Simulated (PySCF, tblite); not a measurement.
# C₅H₁₀OSe: a rotation path, then NMR shifts on frames, part 2 of 2

tblite 0.8.0 and PySCF 2.14.0. Atoms count from 0. The steps go on from the part before.

## 5. Shielding tensors: image 4, PBE0/pcSseg-1

The job: settings as JSON, then the geometry in Å.

```
{"job": {"kind": "nmr", "xc": "PBE0", "basis": "pcSseg-1", "pop": false}, "charge": 0, "multiplicity": 1}
C      2.932900    -0.273100     0.110000
C      1.511500    -0.792900     0.023300
Se     0.298000     0.228100     1.210000
C     -1.239300     0.435600    -0.072900
C     -2.219600     1.469500     0.436300
C     -1.731000    -0.968300    -0.071300
O     -1.376800    -1.823300    -0.840700
H      3.582800    -0.881500    -0.516400
H      2.984900     0.758000    -0.232000
H      3.301300    -0.316300     1.133300
H      1.448200    -1.840900     0.317100
H      1.105200    -0.683800    -0.981400
H     -0.792100     0.711600    -1.031100
H     -3.009100     1.624500    -0.297900
H     -1.714500     2.417800     0.611700
H     -2.672000     1.139400     1.371100
H     -2.417400    -1.192500     0.769600
```

Level: GIAO PBE0/pcSseg-1 NMR shielding, non-relativistic, gas phase.

Standard output:

```text
coarse grid: 63136 points
cycle   1  E = -2672.2856989254  dE = -2.982e-01  |g| = 1.031e+00  |ddm| = 3.690e+00
cycle   2  E = -2671.8544149662  dE =  4.313e-01  |g| = 1.718e+00  |ddm| = 2.378e+00
cycle   3  E = -2672.4022761805  dE = -5.479e-01  |g| = 3.454e-01  |ddm| = 2.051e+00
cycle   4  E = -2672.4238861553  dE = -2.161e-02  |g| = 8.344e-02  |ddm| = 2.910e-01
cycle   5  E = -2672.4250476721  dE = -1.162e-03  |g| = 2.750e-02  |ddm| = 8.983e-02
cycle   6  E = -2672.4252434909  dE = -1.958e-04  |g| = 8.488e-03  |ddm| = 4.037e-02
cycle   7  E = -2672.4252618868  dE = -1.840e-05  |g| = 2.333e-03  |ddm| = 9.252e-03
cycle   8  E = -2672.4252629850  dE = -1.098e-06  |g| = 5.633e-04  |ddm| = 2.599e-03
final grid: 134048 points
cycle   9  E = -2672.4252095235  dE =  1.140e-07  |g| = 1.056e-03  |ddm| = 2.056e-03
cycle  10  E = -2672.4252088140  dE =  7.095e-07  |g| = 2.195e-03  |ddm| = 2.514e-03
cycle  11  E = -2672.4252097519  dE = -9.380e-07  |g| = 1.092e-04  |ddm| = 1.667e-03
cycle  12  E = -2672.4252097548  dE = -2.899e-09  |g| = 2.117e-05  |ddm| = 1.303e-04
cycle  13  E = -2672.4252097549  dE = -9.004e-11  |g| = 4.496e-06  |ddm| = 1.962e-05
converged SCF energy = -2672.4252097549

GIAO shielding tensors (ppm)
atom      isotropic    diamagn.    paramagn.     s11        s22        s33       span
  0 C      170.145     245.497     -75.352    154.824    167.966    187.645     32.820
  1 C      153.090     249.999     -96.910    125.181    156.032    178.056     52.875
  2 Se    1515.817    3001.283   -1485.466   1008.838   1430.040   2108.575   1099.737
  3 C      130.594     252.753    -122.159    116.869    134.832    140.080     23.211
  4 C      172.238     245.574     -73.336    159.939    167.837    188.937     28.998
  5 C       -5.774     248.774    -254.548   -105.480      7.164     80.996    186.476
  6 O     -260.966     401.534    -662.500   -764.277   -359.572    340.951   1105.228
  7 H       30.209      27.265       2.945     24.847     26.970     38.811     13.964
  8 H       30.260      29.604       0.655     25.538     29.259     35.982     10.444
  9 H       30.565      28.865       1.700     25.578     28.970     37.147     11.570
 10 H       28.799      31.837      -3.038     22.244     28.309     35.843     13.599
 11 H       29.392      33.486      -4.093     22.427     30.380     35.370     12.943
 12 H       28.576      33.838      -5.263     23.695     27.915     34.117     10.422
 13 H       30.097      27.852       2.245     25.019     26.741     38.533     13.514
 14 H       30.131      29.379       0.752     24.829     29.310     36.254     11.426
 15 H       30.490      29.764       0.727     25.688     29.004     36.779     11.091
 16 H       22.485      29.665      -7.180     19.655     21.619     26.181      6.526
```

It took 44 s on 1 thread of Arm Neoverse N1, shared host; peak memory 0.87 GiB.

This run: δ C5 192.7, C3 56.3, C1 33.8, C0 16.8, H16 9.23, H12 3.14 ppm.

## 6. Shielding tensors: image 6, PBE0/pcSseg-1

The job: settings as JSON, then the geometry in Å.

```
{"job": {"kind": "nmr", "xc": "PBE0", "basis": "pcSseg-1", "pop": false}, "charge": 0, "multiplicity": 1}
C      2.988700    -0.417600     0.206700
C      1.528700    -0.558500    -0.176000
Se     0.364600     0.471200     1.044600
C     -1.293600     0.424000    -0.092200
C     -2.310200     1.432600     0.397500
C     -1.668600    -1.001600     0.106500
O     -1.305200    -1.912700    -0.591400
H      3.595700    -1.040300    -0.448100
H      3.313500     0.615900     0.102700
H      3.157700    -0.731400     1.234900
H      1.195700    -1.596800    -0.133800
H      1.346900    -0.164300    -1.176600
H     -0.958500     0.619000    -1.114100
H     -3.178700     1.430600    -0.260300
H     -1.881300     2.433100     0.407400
H     -2.636600     1.185300     1.407200
H     -2.265700    -1.176500     1.023700
```

Method: GIAO PBE0/pcSseg-1 NMR shielding, non-relativistic, gas phase.

Standard output:

```text
coarse grid: 63136 points
cycle   1  E = -2672.2878222773  dE = -2.966e-01  |g| = 1.029e+00  |ddm| = 3.689e+00
cycle   2  E = -2671.8587914082  dE =  4.290e-01  |g| = 1.714e+00  |ddm| = 2.368e+00
cycle   3  E = -2672.4035618399  dE = -5.448e-01  |g| = 3.450e-01  |ddm| = 2.044e+00
cycle   4  E = -2672.4251348749  dE = -2.157e-02  |g| = 8.300e-02  |ddm| = 2.902e-01
cycle   5  E = -2672.4262840644  dE = -1.149e-03  |g| = 2.698e-02  |ddm| = 8.905e-02
cycle   6  E = -2672.4264714097  dE = -1.873e-04  |g| = 8.521e-03  |ddm| = 3.993e-02
cycle   7  E = -2672.4264900667  dE = -1.866e-05  |g| = 2.292e-03  |ddm| = 9.365e-03
cycle   8  E = -2672.4264911261  dE = -1.059e-06  |g| = 5.488e-04  |ddm| = 2.535e-03
final grid: 134048 points
cycle   9  E = -2672.4264641880  dE =  1.123e-07  |g| = 1.043e-03  |ddm| = 2.129e-03
cycle  10  E = -2672.4264634967  dE =  6.912e-07  |g| = 2.170e-03  |ddm| = 2.486e-03
cycle  11  E = -2672.4264644104  dE = -9.137e-07  |g| = 1.060e-04  |ddm| = 1.651e-03
cycle  12  E = -2672.4264644132  dE = -2.738e-09  |g| = 2.058e-05  |ddm| = 1.319e-04
cycle  13  E = -2672.4264644132  dE = -7.458e-11  |g| = 4.686e-06  |ddm| = 1.950e-05
converged SCF energy = -2672.4264644132

GIAO shielding tensors (ppm)
atom      isotropic    diamagn.    paramagn.     s11        s22        s33       span
  0 C      173.107     245.229     -72.122    163.288    167.130    188.903     25.615
  1 C      152.626     250.548     -97.922    120.568    162.156    175.153     54.586
  2 Se    1543.778    3001.483   -1457.706   1106.558   1385.310   2139.465   1032.906
  3 C      131.234     253.277    -122.043    121.673    131.329    140.698     19.025
  4 C      172.178     245.515     -73.337    159.748    168.021    188.765     29.016
  5 C       -4.106     249.072    -253.178   -100.212      6.634     81.261    181.473
  6 O     -262.454     401.777    -664.231   -772.081   -355.111    339.829   1111.910
  7 H       30.125      27.086       3.039     24.863     26.968     38.544     13.681
  8 H       30.273      29.012       1.261     25.195     28.972     36.651     11.456
  9 H       30.630      28.840       1.790     25.474     29.150     37.266     11.792
 10 H       28.938      32.577      -3.639     22.496     29.122     35.196     12.700
 11 H       29.318      33.318      -4.000     22.918     29.034     36.002     13.084
 12 H       28.720      34.014      -5.294     23.666     27.990     34.503     10.837
 13 H       30.070      27.784       2.286     24.953     26.701     38.555     13.602
 14 H       30.125      29.321       0.804     24.811     29.163     36.401     11.591
 15 H       30.448      29.776       0.672     25.633     29.019     36.692     11.058
 16 H       22.530      29.802      -7.272     19.786     21.502     26.301      6.514
```

It took 44 s on 1 thread of Arm Neoverse N1, shared host; peak memory 0.87 GiB.

Key values: δ C5 191.0, C3 55.7, C1 34.3, C4 14.7, H16 9.19, H12 3.00 ppm.

## 7. Shielding tensors: image 8, PBE0/pcSseg-1

The job: settings as JSON, then the geometry in Å.

```
{"job": {"kind": "nmr", "xc": "PBE0", "basis": "pcSseg-1", "pop": false}, "charge": 0, "multiplicity": 1}
C      2.918000    -0.581700     0.276000
C      1.566400    -0.316200    -0.356700
Se     0.406800     0.715100     0.861600
C     -1.325500     0.416900    -0.120100
C     -2.383500     1.385300     0.358300
C     -1.515100    -0.999400     0.284600
O     -1.124100    -1.950800    -0.345000
H      3.538700    -1.150100    -0.413600
H      3.427200     0.352000     0.512100
H      2.805500    -1.156100     1.193300
H      1.032700    -1.246200    -0.566900
H      1.665800     0.265700    -1.275400
H     -1.098900     0.519000    -1.183800
H     -3.316400     1.204500    -0.173500
H     -2.070500     2.411800     0.176800
H     -2.560300     1.260500     1.425900
H     -1.973800    -1.118200     1.285000
```

Level: GIAO PBE0/pcSseg-1 NMR shielding, non-relativistic, gas phase.

Standard output:

```text
coarse grid: 63136 points
cycle   1  E = -2672.2879376544  dE = -2.863e-01  |g| = 1.031e+00  |ddm| = 3.691e+00
cycle   2  E = -2671.8523313035  dE =  4.356e-01  |g| = 1.722e+00  |ddm| = 2.410e+00
cycle   3  E = -2672.4037554215  dE = -5.514e-01  |g| = 3.461e-01  |ddm| = 2.087e+00
cycle   4  E = -2672.4255461347  dE = -2.179e-02  |g| = 8.268e-02  |ddm| = 2.940e-01
cycle   5  E = -2672.4266773355  dE = -1.131e-03  |g| = 2.684e-02  |ddm| = 8.801e-02
cycle   6  E = -2672.4268628391  dE = -1.855e-04  |g| = 8.699e-03  |ddm| = 4.027e-02
cycle   7  E = -2672.4268825546  dE = -1.972e-05  |g| = 2.286e-03  |ddm| = 9.712e-03
cycle   8  E = -2672.4268836036  dE = -1.049e-06  |g| = 5.456e-04  |ddm| = 2.496e-03
final grid: 134048 points
cycle   9  E = -2672.4269078028  dE =  1.221e-07  |g| = 1.034e-03  |ddm| = 1.913e-03
cycle  10  E = -2672.4269071246  dE =  6.782e-07  |g| = 2.144e-03  |ddm| = 2.550e-03
cycle  11  E = -2672.4269080250  dE = -9.004e-07  |g| = 1.161e-04  |ddm| = 1.672e-03
cycle  12  E = -2672.4269080282  dE = -3.224e-09  |g| = 2.092e-05  |ddm| = 1.344e-04
cycle  13  E = -2672.4269080283  dE = -8.822e-11  |g| = 4.357e-06  |ddm| = 1.892e-05
converged SCF energy = -2672.4269080283

GIAO shielding tensors (ppm)
atom      isotropic    diamagn.    paramagn.     s11        s22        s33       span
  0 C      172.859     245.418     -72.559    159.337    169.707    189.532     30.195
  1 C      155.309     250.796     -95.487    122.308    165.262    178.357     56.049
  2 Se    1545.922    3001.654   -1455.732   1167.534   1343.185   2127.048    959.514
  3 C      133.424     253.661    -120.237    125.350    133.172    141.749     16.399
  4 C      172.681     245.352     -72.671    160.747    168.259    189.037     28.290
  5 C        0.055     249.399    -249.344    -95.417     12.430     83.152    178.569
  6 O     -238.834     401.484    -640.318   -726.634   -327.993    338.125   1064.759
  7 H       30.226      27.171       3.055     25.026     26.912     38.741     13.715
  8 H       30.471      28.814       1.657     25.182     28.995     37.236     12.054
  9 H       30.614      29.230       1.384     25.558     29.347     36.936     11.378
 10 H       29.158      32.968      -3.810     22.412     30.061     35.001     12.589
 11 H       28.891      32.504      -3.614     22.282     27.921     36.469     14.187
 12 H       28.876      33.890      -5.014     23.501     28.110     35.017     11.517
 13 H       30.112      27.644       2.468     24.901     26.728     38.708     13.807
 14 H       30.194      29.122       1.072     24.888     28.925     36.768     11.880
 15 H       30.535      29.755       0.780     25.592     29.224     36.790     11.198
 16 H       22.621      30.020      -7.399     19.950     21.468     26.446      6.496
```

It took 44 s on 1 thread of Arm Neoverse N1, shared host; peak memory 0.96 GiB.

Key values: δ C5 186.9, C3 53.5, C1 31.6, C4 14.2, H16 9.10, H12 2.84 ppm.

## 8. Side by side: NMR shifts

Shifts (ppm) of some atoms, chosen among heavy atoms and hydrogens apart, with basis size and wall time:

| frame | C5 | C3 | C0 | H11 | H10 | Se2 | O6 | functions | time |
| --- | --- | --- | --- | --- | --- | --- | --- | --- | --- |
| image 0 | 188.5 | 49.7 | 18.3 | 2.60 | 2.17 | 287 | 580.6 | 193 | 45 s |
| image 2 | 190.9 | 53.0 | 19.1 | 2.62 | 2.51 | 283 | 580.9 | 193 | 44 s |
| image 4 | 192.7 | 56.3 | 16.8 | 2.32 | 2.92 | 242 | 597.0 | 193 | 44 s |
| image 6 | 191.0 | 55.7 | 13.8 | 2.40 | 2.78 | 215 | 598.5 | 193 | 44 s |
| image 8 | 186.9 | 53.5 | 14.1 | 2.83 | 2.56 | 212 | 574.9 | 193 | 44 s |

## 9. What came out

This closing draws on all 2 parts.

| quantity | value |
| --- | --- |
| barrier | 0.070 eV (1.6 kcal/mol) at image 4 |
| end to end (GFN2-xTB) | 0.022 eV |
| 13C shifts against TMS (PBE0/pcSseg-1, image 0) | 188.5, 49.7, 30.9, 18.3, 14.1 ppm |
| 1H shifts against TMS (PBE0/pcSseg-1, image 0) | 9.11, 2.99, 2.60, 2.17, 1.67, 1.49, 1.47, 1.44, 1.42, 1.26 ppm |
| 77Se shifts against Me2Se (PBE0/pcSseg-1, image 0) | 287 ppm |
| 17O shifts against H2O (PBE0/pcSseg-1, image 0) | 580.6 ppm |
| range of the shift of Se2 | 212 to 287 ppm |

What this shows: Along the band the dihedral turns by 118°, and the top (dihedral 136°) lies 1.6 kcal/mol above the start (GFN2-xTB, rough), so at room temperature this motion is fast. Ends this close can change order at a higher level. The top was not checked by a frequency run. Shifts at one fixed geometry are not the observed spectrum, which averages over the motion. In the first frame run (image 0): The widest tensor belongs to O6: span 1078 ppm, with a paramagnetic part of -646 ppm. In ppm, Se2 moves most: its shift spreads over 75 ppm, from 212 (image 8) to 287 (image 0). Spin-orbit coupling is left out, which matters for shieldings and couplings at and beside the heavy atoms.
